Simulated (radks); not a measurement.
# Spin polarisation of the 5d shell in Re²⁺

Aim: the energy gained and the exchange splitting as electrons of the 5d shell of Re²⁺ are turned from spin down to spin up.

Method: scalar-relativistic Kohn-Sham, PBE, spin-polarised, spherical densities, finite nucleus. Code: radks (a radial shooting solver on a logarithmic mesh, Libxc functionals) version 1.

**1. What is computed**

| Item | Value |
| --- | --- |
| element | rhenium (Z = 75) |
| charge | +2 |
| electrons | 73 |
| configuration | [Xe] 4f14 5d(up 2.5, down 2.5) |
| nuclear rms radius | 5.3698 fm |

A shell typed twice in an input gives spin up, then spin down.

**2. No moment**

Settings of this run:

```text
Z 75
configuration [Xe] 4f14 5d2.5 5d2.5
relativity scalar-relativistic
functional pbe,pbe
spin polarised
nucleus finite rms 5.3698 fm
c 137.035999084
```

Started as:

```bash
$ python run_ks.py task.json out
```

The same process makes all the runs of this session.

**3. moment 1 in 5d**

Settings of this run:

```text
Z 75
configuration [Xe] 4f14 5d3 5d2
relativity scalar-relativistic
functional pbe,pbe
spin polarised
nucleus finite rms 5.3698 fm
c 137.035999084
```

**4. moment 2 in 5d**

Settings of this run:

```text
Z 75
configuration [Xe] 4f14 5d3.5 5d1.5
relativity scalar-relativistic
functional pbe,pbe
spin polarised
nucleus finite rms 5.3698 fm
c 137.035999084
```

**5. moment 3 in 5d**

Settings of this run:

```text
Z 75
configuration [Xe] 4f14 5d4 5d1
relativity scalar-relativistic
functional pbe,pbe
spin polarised
nucleus finite rms 5.3698 fm
c 137.035999084
```

**6. moment 4 in 5d**

Settings of this run:

```text
Z 75
configuration [Xe] 4f14 5d4.5 5d0.5
relativity scalar-relativistic
functional pbe,pbe
spin polarised
nucleus finite rms 5.3698 fm
c 137.035999084
```

**7. moment 5 in 5d**

Settings of this run:

```text
Z 75
configuration [Xe] 4f14 5d5 5d0
relativity scalar-relativistic
functional pbe,pbe
spin polarised
nucleus finite rms 5.3698 fm
c 137.035999084
```

Before running it: what results should come out? Wanted: for each run, moment; E − E(0); ε(5d up); ε(5d down); splitting.

**Answer**, as computed:

```tsv
moment (μB)	E − E(0) (eV)	ε(5d up) (eV)	ε(5d down) (eV)	splitting (eV)
0	0.000	-21.417	-21.417	0.000
1	-0.176	-21.748	-21.044	0.704
2	-0.704	-22.041	-20.629	1.411
3	-1.587	-22.294	-20.171	2.124
4	-2.828	-22.509	-19.669	2.840
5	-4.435	-22.685	-19.051	3.633
```

In words: At a moment of 5 μB the energy has fallen by 4.43 eV and the 5d levels split by 3.63 eV, 0.727 eV per μB. The Stoner form E = −I m²/4 would give I = 0.710 eV. The energy falls at every step.
